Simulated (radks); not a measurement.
# Fractional charge and spin in the 5p shell of erbium

An exercise on one series of results from a longer session: the logs are not shown, and one member is left open.

Method: scalar-relativistic Kohn-Sham, PBE, spin-polarised, spherical densities, finite nucleus. Code: radks (a radial shooting solver on a logarithmic mesh, Libxc functionals) version 1.

### What is computed

```
element            : erbium (Z = 68)
configuration      : [Kr] 4d10 4f(up 6, down 6) 5s2 5p(up 3, down 3)
nuclear rms radius : 5.2516 fm
```

A shell typed twice in an input gives spin up, then spin down.

Set-up of the first run:

The run's settings:

```text
Z 68
configuration [Kr] 4d10 4f6 4f6 5s2 5p3 5p3
relativity scalar-relativistic
functional pbe,pbe
spin polarised
nucleus finite rms 5.2516 fm
c 137.035999084
```

Steps of the session up to this table: 5p: up 3, down 3.

One table of the session follows, with a row left open; its other results are not shown here.

It belongs to the step «5p: up 3, down 3». Radial moments (bohr):

| level | <r> | outermost maximum (interpolated) | 90 % within | nodes |
| --- | --- | --- | --- | --- |
| 3p | 0.2245 | 0.204 | 0.336 | 1 |
| 3d | 0.2038 | 0.166 | 0.317 | 0 |
| 4s | 0.5082 | 0.474 | 0.730 | 3 |
| 4p | 0.5391 | 0.495 | 0.784 | 2 |
| 4d | ? | ? | ? | ? |
| 5s | 1.252 | 1.11 | 1.81 | 4 |
| 5p | 1.486 | 1.28 | 2.19 | 3 |
| 4f | 0.8202 | 0.510 | 1.44 | 0 |

Q: Estimate the row for 4d from the others.

**Answer.** <r>: 0.5839; outermost maximum (interpolated): 0.512; 90 % within: 0.878; nodes: 1. In the column «<r>» it lies between 4p (0.5391) and 4f (0.8202).
